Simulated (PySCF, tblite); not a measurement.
# C2H6F3NSi+ (doublet): geometry, infrared bands and EPR parameters

What infrared bands and EPR parameters should C2H6F3NSi+ (doublet) (`C[Si@H]([NH2+])C(F)(F)F`) show?

Computed with tblite 0.8.0 and PySCF 2.14.0, with density-fitted response routines of our own, on a single molecule in the gas phase. Atoms are numbered from 0 throughout.

## Step 1: The molecule as given

13 atoms, charge 1, multiplicity 2; geometry from: force field or distance geometry start.

Bonds of the start (Å): C0–Si1 1.87, Si1–N2 1.72, Si1–C3 1.85, C3–F4 1.36, C3–F5 1.36, C3–F6 1.35, C0–H7 1.09, C0–H8 1.09, C0–H9 1.09, Si1–H10 1.50, N2–H11 1.01, N2–H12 1.03.

## Step 2: Relaxing the molecule with GFN2-xTB

What the job is given:

```
{"job": {"kind": "relax", "xc": "GFN2-xTB", "basis": "xTB"}, "charge": 1, "multiplicity": 2}
C      1.677500    -0.052300    -0.163700
Si    -0.116800    -0.230000     0.345100
N     -0.763300    -1.606900    -0.463200
C     -1.014700     1.381400     0.207500
F     -0.468300     2.319000     1.026500
F     -2.320900     1.244100     0.574800
F     -0.993000     1.864100    -1.053000
H      2.225100    -0.980400    -0.018700
H      1.748000     0.230100    -1.216200
H      2.161800     0.723400     0.434100
H     -0.112100    -0.715200     1.759400
H     -0.282600    -2.444900    -0.165100
H     -1.745200    -1.731900    -0.163500
```

Started as:

```
OMP_NUM_THREADS=1 python probes_run.py task.json out
```

The driver reads the jobs from task.json and runs them one after another.

**Question.** This job is followed by: GFN2-xTB harmonic vibrations, gas phase; UKS B3LYP, pcH-1 on C F H N Si, non-relativistic, mean-field spin-orbit, GIAO. What will the session give for the following? strongest single infrared mode (GFN2-xTB); zero-point energy (GFN2-xTB); g(iso) (B3LYP); ⟨S²⟩; largest a(iso) (averaged by class).

**Answer**, as computed:

```
                                 quantity                 value
strongest single infrared mode (GFN2-xTB)  997 cm⁻¹, 288 km/mol
             zero-point energy (GFN2-xTB)         50.9 kcal/mol
                           g(iso) (B3LYP)               2.00582
                                     ⟨S²⟩    0.758 (exact 0.75)
       largest a(iso) (averaged by class)  13C on C3, 311.1 MHz
```

In words: Relaxing lowered the energy by 1.207 eV in 106 steps; the close pair that moved most is Si1–C3, from 1.850 to 2.168 Å. All 33 modes are real, so the xTB geometry is a minimum. The strongest single mode, at 997 cm⁻¹, has its largest shares on C3, F5, F6 and F4 (the list is cut at 4 atoms). Unscaled tight-binding wavenumbers are off by several per cent, some by more. Its intensities can rank the bands wrongly. The largest spin populations lie on C3 (0.38 e), N2 (0.38 e). The isotropic g lies 3.5 ppt above the free-electron value. The conformer search found further structures of the same energy, which may be mirror or relabelled copies of this one.
